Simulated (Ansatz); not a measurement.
**C3H6FInO: basis-set convergence**

How large a basis does C3H6FInO need? Two functionals are run in growing sets.

Method: one geometry, several basis sets; program: Ansatz 0.2.0, Gaussian basis.

Plan: PBE0-D4/def2-SVP; ωB97M-V/def2-SVP; PBE0-D4/def2-QZVPP; ωB97M-V/def2-QZVPP; the functionals' def2-TZVPP values are taken from earlier runs.

## 1. The relaxed structure

An earlier PBE0-D4 in a triple-zeta def2 set relaxation fixed the geometry. In takes the def2 core potential; no spin-orbit term is included.

SMILES `C=C[C](O)(F)[InH2]`, 12 atoms, charge 0, spin multiplicity 1.

Atoms are counted from 1 here; the program's logs count them from 0.

Bond lengths: C1–C2 1.330 Å, C1–H7 1.085 Å, C1–H8 1.083 Å, C2–C3 1.481 Å, C2–H9 1.086 Å, C3–O4 1.374 Å, C3–F5 1.410 Å, C3–In6 2.217 Å, O4–H10 0.969 Å, In6–H11 1.720 Å, In6–H12 1.724 Å. Angles: C2–C1–H7 121.4°, C2–C1–H8 121.2°, H7–C1–H8 117.4°, C1–C2–C3 124.2°, C1–C2–H9 120.7°, C3–C2–H9 115.0°, C2–C3–O4 114.2°, C2–C3–F5 107.3°, C2–C3–In6 110.1°, O4–C3–F5 109.1°, O4–C3–In6 108.6°, F5–C3–In6 107.2°, C3–O4–H10 108.4°, C3–In6–H11 118.4°, C3–In6–H12 117.0°, H11–In6–H12 124.5°.

As a file:

```mol
C3H6FInO
  3D, bonds by distance, orders not assigned

 12 11  0  0  0  0  0  0  0  0999 V2000
    1.2254   -1.2760    0.6683 C   0  0
    0.5888   -0.1233    0.8579 C   0  0
    0.0721    0.7322   -0.2355 C   0  0
    0.7194    0.5655   -1.4363 O   0  0
    0.2097    2.0729    0.1795 F   0  0
   -2.0919    0.3570   -0.5392 In  0  0
    1.4237   -1.6552   -0.3286 H   0  0
    1.5521   -1.8810    1.5049 H   0  0
    0.3737    0.2339    1.8611 H   0  0
    1.6745    0.5655   -1.2722 H   0  0
   -2.6027   -0.3313   -2.0307 H   0  0
   -3.1448    0.7397    0.7708 H   0  0
  1  2  8  0
  2  3  8  0
  3  4  8  0
  3  5  8  0
  3  6  8  0
  1  7  8  0
  1  8  8  0
  2  9  8  0
  4 10  8  0
  6 11  8  0
  6 12  8  0
M  END
```

## 2. PBE0-D4 in def2-SVP

Input file in.yaml:

```yaml
crystal:
  periodic: [false, false, false]
  atoms:
    - {symbol: C, position_ang: [1.225450, -1.275971, 0.668294]}
    - {symbol: C, position_ang: [0.588815, -0.123286, 0.857876]}
    - {symbol: C, position_ang: [0.072120, 0.732245, -0.235534]}
    - {symbol: O, position_ang: [0.719359, 0.565519, -1.436285]}
    - {symbol: F, position_ang: [0.209684, 2.072906, 0.179535]}
    - {symbol: In, position_ang: [-2.091938, 0.356972, -0.539159]}
    - {symbol: H, position_ang: [1.423721, -1.655178, -0.328582]}
    - {symbol: H, position_ang: [1.552077, -1.881000, 1.504891]}
    - {symbol: H, position_ang: [0.373739, 0.233916, 1.861126]}
    - {symbol: H, position_ang: [1.674491, 0.565486, -1.272226]}
    - {symbol: H, position_ang: [-2.602737, -0.331297, -2.030743]}
    - {symbol: H, position_ang: [-3.144791, 0.739697, 0.770806]}
basis:
  gaussian: {orbitals: def2-SVP}
hamiltonian: {xc: pbe0, dispersion: d4}
output: {orbitals: {seedname: orbitals}}
```

Launch:

```bash
> ansatz run in.yaml --threads 4 --pin off --events-out ev --progress --plain --max-ram 10444MiB
```

The runs that follow: ωB97M-V in def2-SVP; PBE0-D4 in def2-QZVPP; ωB97M-V in def2-QZVPP.

**Question.** What will the summary of the whole plan be? Wanted: PBE0-D4: double and triple zeta above quadruple; ωB97M-V: double and triple zeta above quadruple.

As calculated:

```
                                       quantity           value
PBE0-D4: double and triple zeta above quadruple  10.03, 0.47 eV
ωB97M-V: double and triple zeta above quadruple  10.33, 0.45 eV
```

**Reading.** PBE0-D4 gains 9.56 eV from double to triple zeta, then 0.47 eV more. Total energies overstate the basis error of differences, where much of it tends to cancel.
